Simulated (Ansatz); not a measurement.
# C₃H₈Cl₃NZr: a ladder of functionals and wavefunction methods

One table from this session's results is given with a row withheld; the runs are named, their logs left out.

Method: functionals in def2-TZVPP, the program's frozen cores in correlated methods; program: Ansatz 0.2.0, Gaussian basis.

Plan: LDA (SPW92), PBE-D4, revPBE-D4, BLYP-D4, r2SCAN-D4, B97M-V, PBE0-D4, B3LYP-D4, r2SCANh-D4, r2SCAN0-D4, HSE06-D4, BHLYP-D4, CAM-B3LYP-D4, LC-ωPBE, ωB97X-V, ωB97M-V, B2PLYP, PBE-QIDH; CCSD(T)/def2-SVP; CCSD(T)/def2-TZVPP; MP2/def2-QZVPP; extrapolation to the limit; RPA on PBE.

### Structure used throughout

An earlier PBE0-D4 in a triple-zeta def2 set relaxation fixed the geometry. Zr takes the def2 core potential; no spin-orbit term is included.

SMILES `CC(C)[NH][Zr]([Cl])([Cl])[Cl]`, 16 atoms, charge 0, spin multiplicity 1.

Atoms are counted from 1 here; the program's logs count them from 0.

Bond lengths: C1–C2 1.518 Å, C1–H9 1.093 Å, C1–H10 1.095 Å, C1–H11 1.091 Å, C2–C3 1.520 Å, C2–N4 1.459 Å, C2–H12 1.099 Å, C3–H13 1.093 Å, C3–H14 1.093 Å, C3–H15 1.093 Å, N4–Zr5 1.986 Å, N4–H16 1.017 Å, Zr5–Cl6 2.350 Å, Zr5–Cl7 2.350 Å, Zr5–Cl8 2.337 Å. Angles: C2–C1–H9 111.4°, C2–C1–H10 110.8°, C2–C1–H11 110.5°, H9–C1–H10 108.9°, H9–C1–H11 107.6°, H10–C1–H11 107.5°, C1–C2–C3 111.5°, C1–C2–N4 109.9°, C1–C2–H12 108.1°, C3–C2–N4 110.7°, C3–C2–H12 108.5°, N4–C2–H12 108.1°, C2–C3–H13 110.6°, C2–C3–H14 111.2°, C2–C3–H15 110.3°, H13–C3–H14 107.9°, H13–C3–H15 108.5°, H14–C3–H15 108.2° and more.

The first run:

in.yaml reads:

```yaml
crystal:
  periodic: [false, false, false]
  atoms:
    - {symbol: C, position_ang: [0.979598, 1.089566, 0.362041]}
    - {symbol: C, position_ang: [0.524619, -0.319398, 0.697146]}
    - {symbol: C, position_ang: [1.458441, -1.362352, 0.103762]}
    - {symbol: N, position_ang: [-0.841693, -0.525506, 0.228568]}
    - {symbol: Zr, position_ang: [-2.122432, 0.588760, -0.802512]}
    - {symbol: Cl, position_ang: [-2.593184, 2.546370, 0.408618]}
    - {symbol: Cl, position_ang: [-1.151577, 1.158671, -2.865032]}
    - {symbol: Cl, position_ang: [-4.015659, -0.755830, -1.070019]}
    - {symbol: H, position_ang: [0.324060, 1.839000, 0.813146]}
    - {symbol: H, position_ang: [1.001388, 1.243543, -0.721676]}
    - {symbol: H, position_ang: [1.988965, 1.263921, 0.738136]}
    - {symbol: H, position_ang: [0.529717, -0.427832, 1.790576]}
    - {symbol: H, position_ang: [2.472700, -1.235686, 0.490069]}
    - {symbol: H, position_ang: [1.128813, -2.374608, 0.351320]}
    - {symbol: H, position_ang: [1.487215, -1.269189, -0.984770]}
    - {symbol: H, position_ang: [-1.170991, -1.459419, 0.460635]}
basis:
  gaussian: {orbitals: def2-TZVPP}
hamiltonian: {xc: lda}
output: {orbitals: {seedname: orbitals}}
```

Command:

```sh
$ ansatz run in.yaml --threads 4 --pin off --events-out ev --progress --plain --max-ram 66560MiB --backend cuda --devices 0, --max-vram 37GiB
```

Among the steps run: LDA; PBE-D4 (GGA); revPBE-D4 (GGA); BLYP-D4 (GGA); r2SCAN-D4 (meta-GGA); B97M-V (meta-GGA); B3LYP-D4 (hybrid); r2SCANh-D4 (hybrid); r2SCAN0-D4 (hybrid); HSE06-D4 (hybrid); BHLYP-D4 (hybrid); CAM-B3LYP-D4 (range-separated); LC-ωPBE (range-separated); ωB97X-V (range-separated); ωB97M-V (range-separated); B2PLYP (double hybrid); PBE-QIDH (double hybrid).

One of the session's tables, all rows but one given; the rest of the session is left out.

It belongs to the step «Orbital energies across the functionals». 

| functional | HOMO (eV) | LUMO (eV) | gap (eV) |
| --- | --- | --- | --- |
| LDA (SPW92) | -6.56 | -3.10 | 3.46 |
| PBE-D4 | -6.39 | -2.86 | 3.54 |
| revPBE-D4 | -6.33 | -2.77 | 3.56 |
| BLYP-D4 | ? | ? | ? |
| r2SCAN-D4 | -6.67 | -2.71 | 3.96 |
| B97M-V | -6.75 | -2.67 | 4.08 |
| PBE0-D4 | -7.69 | -2.03 | 5.66 |
| B3LYP-D4 | -7.46 | -2.22 | 5.24 |
| r2SCANh-D4 | -7.15 | -2.40 | 4.75 |
| r2SCAN0-D4 | -7.88 | -1.92 | 5.96 |
| HSE06-D4 | -7.29 | -2.40 | 4.89 |
| BHLYP-D4 | -8.89 | -1.00 | 7.89 |
| CAM-B3LYP-D4 | -9.05 | -0.91 | 8.14 |
| LC-ωPBE | -10.42 | 0.22 | 10.64 |
| ωB97X-V | -10.06 | 0.14 | 10.20 |
| ωB97M-V | -9.94 | 0.08 | 10.02 |

**Question.** Estimate the row for BLYP-D4.

Worked estimate for «HOMO (eV)». Against the share of exact exchange, B3LYP-D4 (0.2, -7.46), BHLYP-D4 (0.5, -8.89) give a slope of -4.77 per unit share; at 0 the line stands at -6.51.

The run gave: HOMO (eV): -6.26; LUMO (eV): -2.71; gap (eV): 3.55. In «HOMO (eV)» the line misses by -0.25.
